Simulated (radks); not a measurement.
# Valence configurations of Cr³⁺

The task here is to estimate one member of a computed series from the others.

The numbers are computed with radks (a radial shooting solver on a logarithmic mesh, Libxc functionals) version 1 (non-relativistic Kohn-Sham, PBE, spin-unpolarised, spherical densities, point nucleus), except any that are marked as measured or tabulated.

**What is computed**

- element: chromium (Z = 24)
- charge: +3
- electrons: 21
- configuration: [Ar] 3d3
- others tried: 3d2 4p1; 3d1 4p2; 3d2 4s1; 3d1 4s1 4p1; 3d1 4s2; 3d1.5 4s1.5; 3d2.5 4p0.5; 3d2.5 4s0.5; 4s1 4p2

Outer shells as boxes (Hund's rule):

Cr³⁺
```
[Ar] core
3d [↑ ][↑ ][↑ ][  ][  ]
```

Set-up of the first run:

The run's settings:

```text
Z 24
configuration [Ar] 3d3
relativity non-relativistic
functional pbe,pbe
spin unpolarised
nucleus point
```

Among the steps run: [Ar] 3d3.

One table of the session follows, with a row left open; its other results are not shown here.

It belongs to the step «[Ar] 3d3». From the orbitals of this run (lengths in bohr):

```
level      <r>  outermost maximum (interpolated)  90 % within  nodes
   1s  0.06419                            0.0422        0.114      0
   2s   0.2960                             0.246        0.459      1
   2p   0.2610                             0.199        0.428      0
   3s   0.8954                             0.779         1.34      2
   3p   0.9407                             0.793         1.44      1
   3d        ?                                 ?            ?      ?
```

Q: Estimate the row for 3d from the others.

As computed: <r>: 1.103; outermost maximum (interpolated): 0.791; 90 % within: 1.84; nodes: 0. In the column «<r>» it is the highest.
